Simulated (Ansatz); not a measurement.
The system is BiTe.

```
Bi Te
1.0
     0.00000    3.23500    3.23500
     3.23500    0.00000    3.23500
     3.23500    3.23500    0.00000
Bi Te
1 1
Direct
  0.00000 0.00000 0.00000
  0.50000 0.50000 0.50000
```

Base run:

- Program: Ansatz 0.2.0
- Functional: PBEsol
- Potentials or basis: all-electron LAPW, scalar-relativistic
- Cutoff: 177 eV
- Density cutoff: 707 eV
- Basis error allowed: 0.001 eV/atom
- k mesh: 7 × 7 × 7
- Occupations: fermi-dirac, width 0.05 eV
- Spin: no spin polarisation

Its results: pressure -1.5 GPa.

Problem. After a change of settings the same cell gave: pressure -2.6 GPa. Which change was it?
A. potentials or basis from all-electron LAPW, scalar-relativistic to all-electron PAW datasets made for the crystal; k mesh from 7 × 7 × 7 to 6 × 6 × 6
B. functional from PBEsol to LDA
C. k mesh from 7 × 7 × 7 to 4 × 4 × 4; occupations from fermi-dirac, width 0.05 eV to fermi-dirac, width 0.03 eV
D. k mesh from 7 × 7 × 7 to 5 × 5 × 5

Solution. B.

LDA binds more tightly than PBEsol, so the same cell stands under less pressure.

Not every run made on this cell is shown here.
